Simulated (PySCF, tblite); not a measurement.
# C₇H₁₁BF₂: geometry, infrared bands and NMR shifts

Wanted: the infrared bands and NMR shifts of C₇H₁₁BF₂ (`CC(C)B(F)C1=CC[C@H]1F`), by calculation.

Programs: tblite 0.8.0 and PySCF 2.14.0, with density-fitted response routines of our own. Each step states its level of theory. These are calculated values for one molecule in the gas phase, unless marked as measured. Atoms are numbered from 0 throughout.

### 1 The molecule as given

21 atoms, charge 0, multiplicity 1; geometry from: force field or distance geometry start.

Bonds of the start (Å): C0–C1 1.52, C1–C2 1.51, C1–B3 1.57, B3–F4 1.43, B3–C5 1.57, C5–C6 1.32, C6–C7 1.48, C7–C8 1.49, C8–F9 1.40, C8–C5 1.48, C0–H10 1.12, C0–H11 1.10, C0–H12 1.09, C1–H13 1.11, C2–H14 1.11, C2–H15 1.11, C2–H16 1.12, C6–H17 1.10, C7–H18 1.11, C7–H19 1.11, C8–H20 1.11.

### 2 Optimising the geometry with GFN2-xTB

Job settings and geometry (Å):

```
{"job": {"kind": "relax", "xc": "GFN2-xTB", "basis": "xTB"}, "charge": 0, "multiplicity": 1}
C     -2.674100     0.536400    -0.834400
C     -1.399900    -0.230300    -0.518100
C     -1.708900    -1.040500     0.716700
B     -0.290100     0.860400    -0.347400
F     -0.508500     2.153800    -0.923700
C      1.190600     0.527600     0.053700
C      2.187600     1.069800     0.732400
C      3.169300    -0.014300     0.519800
C      2.060200    -0.636900    -0.250200
F      1.615400    -1.819100     0.359300
H     -2.716600     1.359300    -0.070100
H     -3.575200    -0.089900    -0.732200
H     -2.584300     1.054700    -1.791500
H     -1.237900    -0.941000    -1.349100
H     -1.301000    -2.071800     0.693200
H     -1.472900    -0.517800     1.672100
H     -2.817100    -1.184400     0.712000
H      2.238900     2.016400     1.282900
H      4.070100     0.280100    -0.063300
H      3.469900    -0.519300     1.465500
H      2.275600    -0.776200    -1.328100
```

On the command line:

```sh
$ OMP_NUM_THREADS=1 python probes_run.py task.json out
```

This one command runs all jobs of the session in turn.

**Question.** This job is followed by: GFN2-xTB harmonic vibrations, gas phase; GIAO PBE0/pcSseg-1 NMR shielding, non-relativistic, gas phase. Predict these results of the whole session: strongest single infrared mode (GFN2-xTB); zero-point energy (GFN2-xTB); 13C shifts against TMS (PBE0/pcSseg-1); 1H shifts against TMS (PBE0/pcSseg-1, means over atoms taken as alike); 11B shifts against BF3·OEt2 (PBE0/pcSseg-1); 19F shifts against CFCl3 (PBE0/pcSseg-1).

As calculated:

| quantity | value |
| --- | --- |
| strongest single infrared mode (GFN2-xTB) | 1618 cm⁻¹, 156 km/mol |
| zero-point energy (GFN2-xTB) | 104.9 kcal/mol |
| 13C shifts against TMS (PBE0/pcSseg-1) | 170.9, 161.9, 90.6, 43.2, 23.2, 18.6, 18.3 ppm |
| 1H shifts against TMS (PBE0/pcSseg-1, means over atoms taken as alike) | 7.65, 5.63, 3.05, 2.94, 1.47, 1.10, 1.06 ppm |
| 11B shifts against BF3·OEt2 (PBE0/pcSseg-1) | 46.4 ppm |
| 19F shifts against CFCl3 (PBE0/pcSseg-1) | -55.5, -200.4 ppm |

The optimisation took 122 steps and gained 0.941 eV; among the close pairs (by a distance rule), B3–F4 changed most, from 1.433 to 1.327 Å. All 57 modes are real, so the xTB geometry is a minimum. The strongest single mode, at 1618 cm⁻¹, moves mainly C5 and C6. GFN2-xTB is a fitted tight-binding method: band positions and strengths are rough. Its intensities can rank the bands wrongly. H17 (hydrogen on an alkene CH) lies farthest downfield among hydrogen, at 7.65 ppm; attached to an sp2 carbon and in the plane of the double bond. At PBE0/pcSseg-1: Shielding is most anisotropic at F4 (span 446 ppm, paramagnetic term -244 ppm).
